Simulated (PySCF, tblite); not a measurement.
# C4H10AlF2N: geometry, infrared bands and NMR shifts

Wanted: the infrared bands and NMR shifts of C4H10AlF2N (`[NH3+][AlH2-][C@@]1(F)CC[C@@H]1F`), by calculation.

Computed with tblite 0.8.0 and PySCF 2.14.0, with density-fitted response routines of our own, on a single molecule in the gas phase. Atoms count from 0, in the outputs and in this text.

**1. Starting geometry**

18 atoms, charge 0, multiplicity 1; geometry from: force field or distance geometry start.

Bonds of the start (Å): N0–Al1 1.92, Al1–C2 1.97, C2–F3 1.36, C2–C4 1.54, C4–C5 1.53, C5–C6 1.53, C6–F7 1.38, C6–C2 1.54, N0–H8 1.05, N0–H9 1.03, N0–H10 1.04, Al1–H11 1.61, Al1–H12 1.61, C4–H13 1.10, C4–H14 1.09, C5–H15 1.10, C5–H16 1.11, C6–H17 1.09.

**2. Optimising the geometry with GFN2-xTB**

Job settings and geometry (Å):

```
{"job": {"kind": "relax", "xc": "GFN2-xTB", "basis": "xTB"}, "charge": 0, "multiplicity": 1}
N      2.543400     0.582600    -0.998300
Al     1.251100     0.023500     0.303400
C     -0.305000    -0.814700    -0.560400
F     -0.112200    -2.025600    -1.152500
C     -1.467000    -0.843100     0.444200
C     -1.714500     0.600900     0.002700
C     -1.194600     0.150500    -1.360600
F     -2.187500    -0.526500    -2.044000
H      2.313900     0.150000    -1.924500
H      3.474400     0.286400    -0.659700
H      2.444900     1.612200    -1.077000
H      1.955800    -1.118400     1.186800
H      0.858200     1.237600     1.285600
H     -2.275900    -1.476600     0.056700
H     -1.167700    -0.964600     1.486300
H     -2.766300     0.905800    -0.029900
H     -0.995000     1.321800     0.436900
H     -0.664800     0.904500    -1.936900
```

Run with:

```
OMP_NUM_THREADS=1 python probes_run.py task.json out
```

One launch serves the whole session: the jobs run in the order shown.

**Question.** This job is followed by: GFN2-xTB harmonic vibrations, gas phase; GIAO PBE0/pcSseg-1 NMR shielding, non-relativistic, gas phase. Predict these results of the whole session: strongest single infrared mode (GFN2-xTB); zero-point energy (GFN2-xTB); ¹³C shifts against TMS (PBE0/pcSseg-1); ¹H shifts against TMS (PBE0/pcSseg-1, means over atoms taken as alike); ¹⁵N shifts against NH3 (PBE0/pcSseg-1); ²⁷Al shifts against AlH4- (PBE0/pcSseg-1); ¹⁹F shifts against CFCl3 (PBE0/pcSseg-1); surface potential, 1st and 99th percentile.

As calculated:

| quantity | value |
| --- | --- |
| strongest single infrared mode (GFN2-xTB) | 633 cm⁻¹, 545 km/mol |
| zero-point energy (GFN2-xTB) | 82.2 kcal/mol |
| ¹³C shifts against TMS (PBE0/pcSseg-1) | 126.8, 93.6, 33.9, 26.7 ppm |
| ¹H shifts against TMS (PBE0/pcSseg-1, means over atoms taken as alike) | 5.22, 4.30, 4.05, 3.23, 2.75, 2.48, 2.32, 2.13 ppm |
| ¹⁵N shifts against NH3 (PBE0/pcSseg-1) | 29.5 ppm |
| ²⁷Al shifts against AlH4- (PBE0/pcSseg-1) | 43.6 ppm |
| ¹⁹F shifts against CFCl3 (PBE0/pcSseg-1) | -208.3, -210.8 ppm |
| surface potential, 1st and 99th percentile | -1.35 V and 2.32 V |

In words: The optimisation took 178 steps and gained 1.088 eV; among the close pairs (by a distance rule), Al1–F3 changed most, from 2.860 to 2.162 Å. No mode is imaginary among the 48: a minimum at this level. The strongest single mode, at 633 cm⁻¹, moves mainly H12 and H11. GFN2-xTB is a fitted tight-binding method: band positions and strengths are rough. Its intensities can rank the bands wrongly. The most deshielded carbon is C2 (fully substituted sp3 carbon bonded to Al and F), at 126.8 ppm: deshielded by the electronegative neighbour. The most deshielded hydrogen is H17 (hydrogen on an sp3 CH bonded to F), at 5.22 ppm: its carbon carries F, which withdraws density. At PBE0/pcSseg-1: The widest tensor belongs to F3: span 151 ppm, with a paramagnetic part of -99 ppm.
